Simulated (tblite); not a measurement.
# C5H14BClSi: the cost of one run

Computed with tblite 0.8.0 (tight binding) and PySCF 2.14.0 (DFT, with response routines of our own); each step states its level. Atoms count from 0 throughout.

## (1) The starting structure

22 atoms, charge 0, multiplicity 1; geometry from: UFF geometry.

Bonds of the start (Å): B1–C2 1.60, B1–H11 1.20, C0–B1 1.60, C0–H10 1.10, C0–H8 1.11, C0–H9 1.10, C2–C3 1.56, C2–C4 1.56, C2–Si6 1.89, C3–H12 1.11, C3–H13 1.11, C3–H14 1.11, C4–C5 1.54, C4–H15 1.11, C4–H16 1.11, C5–H17 1.12, C5–H18 1.11, C5–H19 1.10, Si6–Cl7 2.10, Si6–H20 1.48, Si6–H21 1.47.

## (2) GFN2-xTB relaxation, conformer 1

What the job is given:

```
{"job": {"xc": "GFN2-xTB", "basis": "xTB", "kind": "relax"}, "charge": 0, "multiplicity": 1}
C      2.265100    -1.030200    -0.081900
B      1.046100    -0.618800     0.867200
C     -0.116400     0.388400     0.439600
C      0.088500     0.959600    -0.993000
C     -1.515900    -0.291300     0.575000
C     -1.743900    -1.475100    -0.383200
Si    -0.065600     1.838000     1.650500
Cl     1.805700     2.794500     1.597700
H      1.867000    -1.522100    -0.992700
H      2.924000    -1.734800     0.453100
H      2.829300    -0.123400    -0.363600
H      1.008100    -1.105100     1.959300
H     -0.754500     1.625300    -1.258300
H      0.153000     0.136400    -1.738200
H      1.030600     1.543000    -1.044700
H     -2.318800     0.458600     0.384900
H     -1.656500    -0.648600     1.613800
H     -0.944800    -2.244600    -0.261800
H     -2.714600    -1.947600    -0.139900
H     -1.768200    -1.133000    -1.429900
H     -0.311300     1.342700     3.020900
H     -1.117100     2.807600     1.310700
```

On the command line:

```sh
$ OMP_NUM_THREADS=1 python ens_run.py task.json out
```

One launch serves the whole session.

**Question.** How long does this first job take on 1 thread of Intel Xeon at 2.50GHz, shared host?

About 5.4 s.
